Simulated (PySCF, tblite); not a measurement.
# C6H7SSi radical: geometry, infrared bands and EPR parameters

Wanted: the infrared bands and EPR parameters of C6H7SSi radical (`[SiH2]c1cccc(S)c1`), by calculation.

Programs: tblite 0.8.0 and PySCF 2.14.0, with density-fitted response routines of our own. Each step states its level of theory. These are calculated values for one molecule in the gas phase, unless marked as measured. Atoms count from 0, in the outputs and in this text.

## (1) The starting structure

15 atoms, charge 0, multiplicity 2; geometry from: force field or distance geometry start.

Bonds of the start (Å): Si0–C1 1.84, C1–C2 1.38, C2–C3 1.39, C3–C4 1.40, C4–C5 1.38, C5–S6 1.78, C5–C7 1.40, C7–C1 1.37, Si0–H8 1.44, Si0–H9 1.46, C2–H10 1.09, C3–H11 1.07, C4–H12 1.09, S6–H13 1.43, C7–H14 1.09.

## (2) Geometry optimisation with GFN2-xTB

What the job is given:

```
{"job": {"kind": "relax", "xc": "GFN2-xTB", "basis": "xTB"}, "charge": 0, "multiplicity": 2}
Si     2.862000    -0.131200     0.316000
C      1.055600     0.105400     0.058300
C      0.542500     1.383700     0.067900
C     -0.814000     1.643500    -0.126500
C     -1.708700     0.586900    -0.301000
C     -1.194000    -0.693800    -0.308500
S     -2.348100    -2.031500    -0.555700
C      0.170200    -0.926500    -0.117600
H      3.552200    -0.684200    -0.822700
H      3.208800    -0.704400     1.612800
H      1.185000     2.251900     0.208000
H     -1.149200     2.660600    -0.106100
H     -2.767800     0.795100    -0.440800
H     -3.110200    -2.286200     0.621900
H      0.511200    -1.961200    -0.127900
```

The run is started by

```console
> OMP_NUM_THREADS=1 python probes_run.py task.json out
```

The driver reads the jobs from task.json and runs them one after another.

**Question.** This job is followed by: GFN2-xTB harmonic vibrations, gas phase; UKS B3LYP, pcH-1 on C H S Si, non-relativistic, mean-field spin-orbit, GIAO. Predict these results of the whole session: strongest single infrared mode (GFN2-xTB); zero-point energy (GFN2-xTB); g(iso) (B3LYP); ⟨S²⟩; largest a(iso) (averaged by class); potential on the surface of density 0.002 e/bohr³, 1st and 99th percentile.

**Answer**, as computed:

| quantity | value |
| --- | --- |
| strongest single infrared mode (GFN2-xTB) | 2414 cm⁻¹, 372 km/mol |
| zero-point energy (GFN2-xTB) | 62.9 kcal/mol |
| g(iso) (B3LYP) | 2.00355 |
| ⟨S²⟩ | 0.761 (exact 0.75) |
| largest a(iso) (averaged by class) | 29Si on Si0, -149.0 MHz |
| potential on the surface of density 0.002 e/bohr³, 1st and 99th percentile | -0.80 V and 1.37 V |

**Reading.** Over 120 steps the energy fell by 0.684 eV; of the close pairs, S6–H13 changed most, 1.426 to 1.332 Å. All 39 modes are real, so the xTB geometry is a minimum. The strongest single mode, at 2414 cm⁻¹, moves mainly H8. Unscaled tight-binding wavenumbers are off by several per cent, some by more. Its intensities can rank the bands wrongly. Si0 carries the largest spin population, 0.98 e. The isotropic g lies 1.2 ppt above the free-electron value. These values are for one conformer; the search (at its own cheap level) found 1 more, at 0.13 kcal/mol, and measured spectra average over such forms.
